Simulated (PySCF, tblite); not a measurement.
# C6H13GaGe: geometry, infrared bands and NMR shifts

Wanted: the infrared bands and NMR shifts of C6H13GaGe (`C=C[CH2][GeH2]/[CH]=C/[CH2][GaH2]`), by calculation.

Computed with tblite 0.8.0 and PySCF 2.14.0, with density-fitted response routines of our own, on a single molecule in the gas phase. Atoms count from 0, in the outputs and in this text.

### 1 The starting structure

21 atoms, charge 0, multiplicity 1; geometry from: force field or distance geometry start.

Bonds of the start (Å): C0–C1 1.33, C1–C2 1.47, C2–Ge3 1.95, Ge3–C4 1.91, C4–C5 1.34, C5–C6 1.47, C6–Ga7 1.85, C0–H8 1.10, C0–H9 1.09, C1–H10 1.10, C2–H11 1.11, C2–H12 1.11, Ge3–H13 1.56, Ge3–H14 1.56, C4–H15 1.09, C5–H16 1.10, C6–H17 1.13, C6–H18 1.10, Ga7–H19 1.55, Ga7–H20 1.47.

### 2 Geometry optimisation with GFN2-xTB

What the job is given:

```
{"job": {"kind": "relax", "xc": "GFN2-xTB", "basis": "xTB"}, "charge": 0, "multiplicity": 1}
C      4.486200     0.351800    -0.421800
C      3.484900     0.094000     0.415100
C      2.176800     0.772000     0.390400
Ge     0.866100    -0.634000     0.084500
C     -0.849800     0.015700    -0.436300
C     -1.922500    -0.636500     0.046300
C     -3.280600    -0.209500    -0.303200
Ga    -4.370800     0.302700     1.106700
H      4.364500     1.112300    -1.209100
H      5.422300    -0.203300    -0.316900
H      3.636800    -0.670500     1.191700
H      2.023800     1.222700     1.388100
H      2.088400     1.565900    -0.373200
H      0.770700    -1.619700     1.290600
H      1.388500    -1.445100    -1.143000
H     -0.990300     0.867500    -1.093700
H     -1.745600    -1.488700     0.720500
H     -3.787500    -1.145800    -0.694100
H     -3.348300     0.530900    -1.111700
H     -4.944600     1.710100     0.807300
H     -5.478000    -0.475800     1.671900
```

Launch:

```
$ OMP_NUM_THREADS=1 python probes_run.py task.json out
```

The driver reads the jobs from task.json and runs them one after another.

**Question.** This job is followed by: GFN2-xTB harmonic vibrations, gas phase; GIAO PBE0/pcSseg-1 NMR shielding, non-relativistic, gas phase. Predict these results of the whole session: strongest single infrared mode (GFN2-xTB); zero-point energy (GFN2-xTB); ¹³C shifts against TMS (PBE0/pcSseg-1); ¹H shifts against TMS (PBE0/pcSseg-1, means over atoms taken as alike); ⁷³Ge shifts against GeMe4 (PBE0/pcSseg-1); shieldings of Ga (PBE0/pcSseg-1).

**Answer**, as computed:

| quantity | value |
| --- | --- |
| strongest single infrared mode (GFN2-xTB) | 1573 cm⁻¹, 607 km/mol |
| zero-point energy (GFN2-xTB) | 94.2 kcal/mol |
| ¹³C shifts against TMS (PBE0/pcSseg-1) | 158.8, 143.7, 132.0, 118.8, 36.7, 26.8 ppm |
| ¹H shifts against TMS (PBE0/pcSseg-1, means over atoms taken as alike) | 7.04, 6.96, 6.19, 6.09, 5.31, 5.12, 4.07, 2.50, 2.08 ppm |
| ⁷³Ge shifts against GeMe4 (PBE0/pcSseg-1) | -126 ppm |
| shieldings of Ga (PBE0/pcSseg-1) | Ga7 1083.6 ppm |

**Reading.** Over 267 steps the energy fell by 1.092 eV; of the close pairs, C6–Ga7 changed most, 1.854 to 2.058 Å. All 57 modes are real, so the xTB geometry is a minimum. The strongest single mode, at 1573 cm⁻¹, moves mainly H19. GFN2-xTB is a fitted tight-binding method: band positions and strengths are rough. Its intensities can rank the bands wrongly. At PBE0/pcSseg-1: Shielding is most anisotropic at Ga7 (span 365 ppm, paramagnetic term -1554 ppm). Spin-orbit coupling is left out, which matters for shieldings and couplings at and beside the heavy atoms.
